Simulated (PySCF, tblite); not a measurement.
**C5H11NOSi+ (doublet): geometry, infrared bands and EPR parameters**

What infrared bands and EPR parameters should C5H11NOSi+ (doublet) (`C[C@H]1CC[SiH2]N1C=[O+]`) show?

Programs: tblite 0.8.0 and PySCF 2.14.0, with density-fitted response routines of our own. Each step states its level of theory. These are calculated values for one molecule in the gas phase, unless marked as measured. Atoms count from 0, in the outputs and in this text.

### 1 The molecule as given

19 atoms, charge 1, multiplicity 2; geometry from: force field or distance geometry start.

Bonds of the start (Å): C0–C1 1.53, C1–C2 1.53, C2–C3 1.54, C3–Si4 1.90, Si4–N5 1.77, N5–C6 1.37, C6–O7 1.22, N5–C1 1.47, C0–H8 1.10, C0–H9 1.10, C0–H10 1.09, C1–H11 1.09, C2–H12 1.11, C2–H13 1.10, C3–H14 1.09, C3–H15 1.11, Si4–H16 1.48, Si4–H17 1.48, C6–H18 1.11.

### 2 Relaxing the molecule with GFN2-xTB

What the job is given:

```
{"job": {"kind": "relax", "xc": "GFN2-xTB", "basis": "xTB"}, "charge": 1, "multiplicity": 2}
C     -0.907200    -1.635100     0.444600
C     -0.142300    -0.738000    -0.537900
C     -1.012000     0.383500    -1.108700
C     -1.028800     1.570800    -0.124700
Si     0.735000     1.549900     0.580200
N      1.026300    -0.130800     0.118200
C      2.214100    -0.758100     0.362300
O      2.464900    -1.920600     0.075800
H     -1.281500    -1.071100     1.308800
H     -1.778700    -2.093300    -0.050100
H     -0.283100    -2.438500     0.828700
H      0.219500    -1.383500    -1.343700
H     -2.042800     0.049200    -1.328800
H     -0.574700     0.725500    -2.062200
H     -1.287000     2.515100    -0.604600
H     -1.745900     1.377000     0.703400
H      0.790700     1.714400     2.047000
H      1.654700     2.421700    -0.188300
H      2.968800    -0.129100     0.872500
```

The run is started by

```console
$ OMP_NUM_THREADS=1 python probes_run.py task.json out
```

This one command runs all jobs of the session in turn.

**Question.** This job is followed by: GFN2-xTB harmonic vibrations, gas phase; UKS B3LYP, pcH-1 on C H N O Si, non-relativistic, mean-field spin-orbit, GIAO. Predict these results of the whole session: strongest single infrared mode (GFN2-xTB); zero-point energy (GFN2-xTB); g(iso) (B3LYP); ⟨S²⟩; largest a(iso) (averaged by class).

**Answer**, as computed:

```
                                 quantity                  value
strongest single infrared mode (GFN2-xTB)  2358 cm⁻¹, 153 km/mol
             zero-point energy (GFN2-xTB)          92.4 kcal/mol
                           g(iso) (B3LYP)                2.00774
                                     ⟨S²⟩     0.767 (exact 0.75)
       largest a(iso) (averaged by class)   1H on H17, 119.9 MHz
```

In words: Over 60 steps the energy fell by 0.213 eV; of the close pairs, C3–Si4 changed most, 1.900 to 1.939 Å. No mode is imaginary among the 51: a minimum at this level. The strongest single mode, at 2358 cm⁻¹, moves mainly H16. GFN2-xTB is a fitted tight-binding method: band positions and strengths are rough. Its intensities can rank the bands wrongly. N5 carries the largest spin population, 0.53 e. The isotropic g lies 5.4 ppt above the free-electron value. The conformer search (at its own cheap level) found a structure 10.2 kcal/mol lower, too far down for a turn about a bond: it may have other bonds, so these spectra needn't be the molecule's.
